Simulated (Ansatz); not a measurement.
This script drives the Python package of Ansatz (0.2.0).

`scan_ch4n2se.py`
```python
"""Stretching a bond of CH4N2Se, the rest held rigid."""

import ansatz as az
import numpy as np

geometry_ang = [
    ("N", [-0.688, 1.084, -0.6288]),
    ("C", [-0.2525, 0.1164, 0.0024]),
    ("N", [0.6586, 0.3325, 1.0399]),
    ("Se", [-0.7121, -1.6575, -0.4554]),
    ("H", [-1.4237, 0.988, -1.431]),
    ("H", [0.9924, 1.313, 1.3103]),
    ("H", [1.1153, -0.4792, 1.5792]),
    ("H", [0.402, -1.7542, -1.4724]),
]
ch4n2se = az.Crystal.molecule()
for symbol, xyz in geometry_ang:
    ch4n2se = ch4n2se.atom(symbol, xyz)

symbols = [site.symbol for site in ch4n2se.cartesian_sites]
start = np.array([site.position_ang for site in ch4n2se.cartesian_sites])
axis = (start[6] - start[2]) / np.linalg.norm(start[6] - start[2])
moving = [6]
lengths, energies = [0.947, 0.99, 1.033, 1.076, 1.119, 1.162, 1.205, 1.27], []
for length in lengths:
    xyz = start.copy()
    xyz[moving] += (length - np.linalg.norm(start[6] - start[2])) * axis
    point = az.Crystal.molecule()
    for symbol, place in zip(symbols, xyz):
        point = point.atom(symbol, place.tolist())
    calc = (
        point.calculation()
        .basis(gaussian="def2-SVP")
        .functional("PBE")
    )
    r = calc.run(threads=1, pin="off").report
    energies.append(r["free_energy_ev"])
    print(f"r = {length:6.3f} A  E = {energies[-1]:.5f} eV  <S^2> = {abs(r['mean_field']['state']['spin_squared']):.3f}")

# quartic fit about the minimum
fit = np.polynomial.Polynomial.fit(lengths, np.array(energies) - min(energies), 4).convert()
roots = [r.real for r in fit.deriv().roots() if abs(r.imag) < 1e-9 and fit.deriv(2)(r.real) > 0]
r_e = min(roots, key=lambda r: abs(r - lengths[int(np.argmin(energies))]))
print(f"minimum of the fit at {r_e:.4f} A, force constant {fit.deriv(2)(r_e):.2f} eV/A^2")
```

It is started by `python scan_ch4n2se.py`. Estimate its wall time and peak memory on 1 thread of Arm Neoverse V1 (shared host).

It took about 18 s, with a peak of 0.19 GiB, for 8 runs of the engine.

```console
$ python scan_ch4n2se.py
r =  0.947 A  E = -69405.21925 eV  <S^2> = 0.000
r =  0.990 A  E = -69405.33098 eV  <S^2> = 0.000
r =  1.033 A  E = -69405.34343 eV  <S^2> = 0.000
r =  1.076 A  E = -69405.28043 eV  <S^2> = 0.000
r =  1.119 A  E = -69405.16061 eV  <S^2> = 0.000
r =  1.162 A  E = -69404.99853 eV  <S^2> = 0.000
r =  1.205 A  E = -69404.80559 eV  <S^2> = 0.000
r =  1.270 A  E = -69404.47462 eV  <S^2> = 0.000
minimum of the fit at 1.0176 A, force constant 45.04 eV/A^2
```

Caveats:
- The settings weren't tested for convergence.
- The rest of the molecule is held rigid at a force-field or estimated start geometry, and the basis set is modest; single-reference methods fail as a bond breaks.
- The orbitals are restricted, so S² is zero by construction.
